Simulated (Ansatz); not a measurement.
# GeN2H4F2 (SMILES [NH2][Ge]([NH2])([F])[F]) at BLYP/6-31G(d) (spherical functions)

Aim: the electronic atomisation energy of GeN2H4F2 at BLYP/6-31G* (spherical functions), from 5 runs. 

Program for the calculation: Ansatz 0.2.0.

47 further runs of the same task are left out: 47 set aside as unsound or not needed. Runs told in other sessions of the task aren't counted.

### 1 The structure to begin with

GeN2H4F2: 9 atoms, total charge 0, spin state singlet. SMILES: `[NH2][Ge]([NH2])([F])[F]`. The coordinates come from a PBE0-D4/def2-TZVP relaxation. This is one conformer, not always the lowest.

Bond lengths: N1–Ge2 1.794 Å, Ge2–N3 1.794 Å, Ge2–F4 1.728 Å, Ge2–F5 1.728 Å, N1–H6 1.009 Å, N1–H7 1.009 Å, N3–H8 1.009 Å, N3–H9 1.009 Å. Some angles: N1–Ge2–N3 111.5°, N1–Ge2–F4 116.3°, N1–Ge2–F5 105.0°, N3–Ge2–F4 105.0°, N3–Ge2–F5 116.3°, F4–Ge2–F5 102.8°, Ge2–N1–H6 115.9°, Ge2–N1–H7 115.5°, Ge2–N3–H8 115.5°, Ge2–N3–H9 115.8°.

### 2 The energy at BLYP/6-31G(d) (spherical functions)

The input, input.yaml:

```yaml
basis:
  gaussian:
    orbitals: 6-31G_st_-spherical.json
crystal:
  periodic: [false, false, false]
  atoms:
    - {symbol: "N", position_ang: [-0.357200, 1.470600, -0.432900]}
    - {symbol: Ge, position_ang: [0.131100, -0.254300, -0.371100]}
    - {symbol: "N", position_ang: [0.088800, -0.889600, 1.305800]}
    - {symbol: F, position_ang: [-0.830100, -1.356500, -1.291000]}
    - {symbol: F, position_ang: [1.658800, -0.315400, -1.175700]}
    - {symbol: H, position_ang: [-1.289100, 1.676100, -0.105200]}
    - {symbol: H, position_ang: [-0.173100, 1.942600, -1.305600]}
    - {symbol: H, position_ang: [0.163500, -1.892200, 1.392000]}
    - {symbol: H, position_ang: [0.695700, -0.427900, 1.966600]}
output: {orbitals: {seedname: orbitals}}
magnetization:
  spin_polarized: false
hamiltonian:
  xc: {name: BLYP}
accuracy: high
```

The basis set 6-31G* is read from a file made from the Basis Set Exchange's data (not shown).

The run is started by

```sh
$ ansatz run input.yaml --threads 1 --pin off --max-ram 2610MiB --events-out events.jsonl --progress --plain --runs-dir runs
```

Standard output:

```text
Warning: RAYON_NUM_THREADS=1 ignored (pool sized by the plan → 1); use --threads N
Functional definition: BLYP
  name "BLYP"
  parameter beta = 0.0042
  parameter a = 0.04918
  parameter b = 0.132
  parameter c = 0.2533
  parameter d = 0.349
  exchange = b88_x(beta = beta)
  correlation = lyp_c(a = a, b = b, c = c, d = d)
2159 factors; integrals over basis functions are off by at most 4.3e-9 eV
mean field evaluation 1: about -64974.0938 eV, gradient 9.8e1 eV
mean field evaluation 2: about -64924.6393 eV, gradient 1.7e2 eV
mean field evaluation 4: about -64991.0928 eV, gradient 1.8e1 eV
mean field evaluation 8: about -64991.5742 eV, gradient 1.9e-1 eV
mean field evaluation 16: about -64991.5742 eV, gradient 5.4e-5 eV
mean field -64991.57422514 eV, -2388.3962999028 hartree, gradient 1.2e-8 eV, S^2 0.000000; 0 other end points of the search recorded, 0 dependent functions left out
reference -64991.57428092 eV, -2388.3963019527 hartree; 34, 34 occupied and 62, 62 virtual orbitals, 2159 factors
Total energy: -64991.57428092 eV, -2388.3963019527 hartree
```

Wall time 9.6 s (1 thread of Arm Neoverse V1, shared host); peak memory 0.26 GiB.

### 3 The F atom, same level

The input, input.yaml:

```yaml
crystal:
  periodic: [false, false, false]
  atoms:
    - {symbol: F, position_ang: [0.000000, 0.000000, 0.000000]}
basis:
  gaussian:
    orbitals: 6-31G_st_-spherical.json
magnetization:
  spin_polarized: true
  initial_magnetization: 1
hamiltonian:
  xc: {name: BLYP}
accuracy: high
```

The basis set 6-31G* is read from a file made from the Basis Set Exchange's data (not shown).

Run the same way, it converges to -99.70127 Eh (log not shown).

### 4 The Ge atom at the same level

The input, run.yaml:

```yaml
crystal:
  periodic: [false, false, false]
  atoms:
    - symbol: Ge
      position_ang: [0.000000, 0.000000, 0.000000]
basis:
  gaussian: {orbitals: 6-31G_st_-spherical.json}
magnetization: {spin_polarized: true, initial_magnetization: 2}
hamiltonian: {xc: {name: BLYP}}
accuracy: high
```

The basis set 6-31G* is read from a file made from the Basis Set Exchange's data (not shown).

Run the same way, it converges to -2076.70282 Eh (log not shown).

### 5 The H atom, same level

The input, in.yaml:

```yaml
basis:
  gaussian:
    orbitals: "6-31G*"
crystal:
  periodic: [false, false, false]
  atoms:
    - {symbol: H, position_ang: [0.000000, 0.000000, 0.000000]}
magnetization:
  spin_polarized: true
  initial_magnetization: 1
hamiltonian:
  xc: {name: BLYP}
accuracy: high
```

The run is started by

```sh
$ ansatz run in.yaml --threads 1 --pin off --max-ram 2610MiB --events-out events.jsonl --progress --plain --runs-dir runs
```

Standard output, shortened:

```text
Warning: RAYON_NUM_THREADS=1 ignored (pool sized by the plan → 1); use --threads N
[... 9 set-up lines as earlier in the session ...]
3 factors; integrals over basis functions are off by at most 5.4e-10 eV
mean field evaluation 1: about -13.4819 eV, gradient 3.0e-1 eV
mean field evaluation 2: about -13.4827 eV, gradient 2.5e-2 eV
mean field evaluation 4: about -13.4818 eV, gradient 4.7e-6 eV
mean field evaluation 8: about -13.4818 eV, gradient 4.2e-8 eV
mean field -13.48175429 eV, -0.4954453319 hartree, gradient 4.2e-8 eV, S^2 0.750000; 0 other end points of the search recorded, 0 dependent functions left out
reference -13.48177882 eV, -0.4954462333 hartree; 1, 0 occupied and 1, 2 virtual orbitals, 3 factors
Total energy: -13.48177882 eV, -0.4954462333 hartree
```

Wall time 0.1 s (1 thread of Arm Neoverse V1, shared host).

### 6 The N atom

The input, molecule.yaml:

```yaml
crystal:
  periodic: [false, false, false]
  atoms:
    - symbol: N
      position_ang: [0.000000, 0.000000, 0.000000]
basis:
  gaussian: {orbitals: 6-31G_st_-spherical.json}
magnetization: {spin_polarized: true, initial_magnetization: 3}
hamiltonian: {xc: {name: BLYP}}
accuracy: high
```

The basis set 6-31G* is read from a file made from the Basis Set Exchange's data (not shown).

Run the same way, it converges to -54.56637 Eh (log not shown).

### 7 Outcome

Level: BLYP/6-31G* (spherical functions).

| quantity | value |
| --- | --- |
| molecule: total energy | -2388.39630 Eh |
| molecule: HOMO energy | -6.16 eV |
| molecule: LUMO energy | -0.55 eV |
| molecule: HOMO–LUMO gap | 5.62 eV |
| F atom: total energy | -99.70127 Eh |
| F atom: ⟨S²⟩ | 0.751 |
| Ge atom: total energy | -2076.70282 Eh |
| Ge atom: ⟨S²⟩ | 2.001 |
| H atom: total energy | -0.49545 Eh |
| H atom: ⟨S²⟩ | 0.750 |
| N atom: total energy | -54.56637 Eh |
| N atom: ⟨S²⟩ | 3.752 |
| electronic atomisation energy | 32.012 eV |

What this shows: Taking the molecule apart into free atoms costs 32.01 eV (738 kcal/mol), before zero-point energy and without spin-orbit coupling.
